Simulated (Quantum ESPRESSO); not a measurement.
# WS in Quantum ESPRESSO: the effect of functional

The system is WS.

```
W S
1.0
     3.44485    0.00000    0.00000
     0.00000    3.44485    0.00000
     0.00000    0.00000    3.44485
W S
1 1
Direct
  0.50000 0.50000 0.50000
  0.00000 0.00000 0.00000
```

The cell was built by a generator and needn't be a form met in nature.

Alike in all runs:

```yaml
Program: Quantum ESPRESSO 7.5
Task: phonons
k_mesh: 6 × 6 × 6, shifted
Occupations: fermi-dirac, width 0.05 eV
Spin: no spin polarisation
```

Each run relaxes the cell or the atoms first.

```csv
functional,potentials or basis,cutoff,relaxed volume (Å³/atom),highest phonon frequency (cm⁻¹)
LDA,PseudoDojo 0.4.1 SR LDA standard,952 eV,12.97,219
PBEsol,PseudoDojo 0.4.1 SR PBEsol standard,1007 eV,13.20,215
BLYP,PseudoDojo 0.4.1 SR PBE standard,1007 eV,14.51,138
WC,PseudoDojo 0.4.1 SR PBE standard,1007 eV,13.35,208
PW91,PseudoDojo 0.4.1 SR PBE standard,1007 eV,13.70,190
vdW-DF-cx,PseudoDojo 0.4.1 SR PBE standard,1007 eV,?,?
```

Problem. What does the run with functional vdW-DF-cx give?

Solution. Relaxed volume 13.36 Å³/atom; highest phonon frequency 213 cm⁻¹.

Caveats: the mesh is thin for the phonons of a metal; the volume moved by over 15 % at a fixed basis, so the end points are rough; the potentials were made for another functional, which shifts forces and pressure (some runs).

Runs at the PBE level aren't shown here.
